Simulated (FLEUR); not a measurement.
The system is GdO.

```
Gd O
1.0
     0.00000    2.70000    2.70000
     2.70000    0.00000    2.70000
     2.70000    2.70000    0.00000
Gd O
1 1
Cartesian
  0.0000 0.0000 0.0000
  4.0500 4.0500 4.0500
```

Base run:

- Program: FLEUR MaX-R8.1 (later development tree)
- Functional: PBEsol
- Potentials or basis: all-electron
- Basis: FLAPW
- Kmax: 4.5 1/bohr
- k mesh: 7 × 7 × 7
- Occupations: fermi-dirac, width 0.05 eV
- Spin: collinear spin, ferromagnetic start
- Starting moments: [7.0, 0.0] μB
- Hubbard terms: Gd f U = 0.0 eV

Its results: band gap on the k mesh none (metal or under the smearing width); net moment 7.47 μB per cell; site moments Gd +6.98; O -0.03 μB.

The run is repeated on the same cell with these changes: hubbard terms from Gd f U = 0.0 eV to Gd f U = 5 eV. What comes out?

Band gap on the k mesh none (metal or under the smearing width); net moment 7.91 μB per cell; site moments Gd +7.22; O +0.00 μB.

Caveats: spin-orbit coupling is left out, which moves the levels of the heavy elements; a cell with one magnetic atom can't hold antiferromagnetic order, which such compounds often take.
